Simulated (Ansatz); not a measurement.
# TaF3: the cost of one run

Computed with Ansatz 0.2.0 (DFT PBE+U (U_eff = 8 eV on Ta d), plane waves, PAW, no spin–orbit coupling unless a run says so, unless a step's input says otherwise).

## (1) The system as given

The structure is cubic, space group Pm-3m (No. 221). Conventional cell: a = 3.901 Å, b = 3.901 Å, c = 3.901 Å, α = 90.00°, β = 90.00°, γ = 90.00°. Ta (site symmetry m-3m) has 6 F at 1.95 Å as nearest neighbours. F (site symmetry 4/mmm) has 2 Ta at 1.95 Å as nearest neighbours.

Structure file:

```
CELL_PARAMETERS angstrom
3.90120 0.00000 0.00000
0.00000 3.90120 0.00000
0.00000 0.00000 7.80240
ATOMIC_POSITIONS crystal
Ta 0.00000 0.00000 0.00000
F 0.50000 0.00000 0.00000
F 0.00000 0.50000 0.00000
F 0.00000 0.00000 0.25000
Ta 0.00000 0.00000 0.50000
F 0.50000 0.00000 0.50000
F 0.00000 0.50000 0.50000
F 0.00000 0.00000 0.75000
```

Magnetic order typed: antiferromagnetic, doubled cell 0 0 1/2.

An earlier series on this cell reached its lowest free state from «from atoms, default search», perhaps among other starts.

## (2) Random orbitals: single harmonics, second filling

input.yaml reads:

```yaml
crystal:
  lattice:
    - [3.90120059, 0.0, 0.0]
    - [0.0, 3.90120059, 0.0]
    - [0.0, 0.0, 7.80240118]
  atoms:
    - { symbol: Ta, position: [0.0, 0.0, 0.0], spin: 0.3 }
    - { symbol: F, position: [0.5, 0.0, 0.0] }
    - { symbol: F, position: [0.0, 0.5, 0.0] }
    - { symbol: F, position: [0.0, 0.0, 0.25] }
    - { symbol: Ta, position: [0.0, 0.0, 0.5], spin: -0.3 }
    - { symbol: F, position: [0.5, 0.0, 0.5] }
    - { symbol: F, position: [0.0, 0.5, 0.5] }
    - { symbol: F, position: [0.0, 0.0, 0.75] }
basis:
  ecutwfc: 420
  ecutrho_ratio: 4
kpoints:
  mp_grid: { grid: [5, 5, 3] }
hamiltonian:
  xc: pbe
  hubbard:
    sites:
      - { site: 0, l: d, u_eff: 8.0, starting_ns: [{ spin: up, occupation_matrix: s0up }, { spin: down, occupation_matrix: s0down }] }
      - { site: 4, l: d, u_eff: 8.0, starting_ns: [{ spin: up, occupation_matrix: s4up }, { spin: down, occupation_matrix: s4down }] }
    occupation_matrices:
      s0up:
        matrix:
          - [0.02, 0.0, 0.0, 0.0, 0.0]
          - [0.0, 0.02, 0.0, 0.0, 0.0]
          - [0.0, 0.0, 0.97, 0.0, 0.0]
          - [0.0, 0.0, 0.0, 0.02, 0.0]
          - [0.0, 0.0, 0.0, 0.0, 0.02]
      s0down:
        matrix:
          - [0.02, 0.0, 0.0, 0.0, 0.0]
          - [0.0, 0.97, 0.0, 0.0, 0.0]
          - [0.0, 0.0, 0.02, 0.0, 0.0]
          - [0.0, 0.0, 0.0, 0.02, 0.0]
          - [0.0, 0.0, 0.0, 0.0, 0.02]
      s4up:
        matrix:
          - [0.02, 0.0, 0.0, 0.0, 0.0]
          - [0.0, 0.97, 0.0, 0.0, 0.0]
          - [0.0, 0.0, 0.02, 0.0, 0.0]
          - [0.0, 0.0, 0.0, 0.02, 0.0]
          - [0.0, 0.0, 0.0, 0.0, 0.02]
      s4down:
        matrix:
          - [0.97, 0.0, 0.0, 0.0, 0.0]
          - [0.0, 0.02, 0.0, 0.0, 0.0]
          - [0.0, 0.0, 0.02, 0.0, 0.0]
          - [0.0, 0.0, 0.0, 0.02, 0.0]
          - [0.0, 0.0, 0.0, 0.0, 0.02]
    ns_hold: { iters: 12 }
scf:
  occupations: { method: gaussian, width: 0.05 }
  lower_state_search: "off"
  max_iter: 150
output:
  forces: true
  stress: true
  eigenvalues: true
  populations: true
  hubbard: { sites: [{ site: 0, l: d }, { site: 4, l: d }] }
magnetization:
  spin_polarized: true
```

The typed matrices put 0.97 on the chosen orbitals and 0.02 on the others, and are held for 12 cycles.

The run is started by

```
$ ansatz run input.yaml --threads 4 --pin off --max-ram 6144MiB --backend cpu --events-out ev --progress --plain --runs-dir out
```

**Question.** How long does this run take on 4 threads of Arm Neoverse V1, shared host, and how much memory does it need?

About 60 s, with a peak of 0.8 GiB.
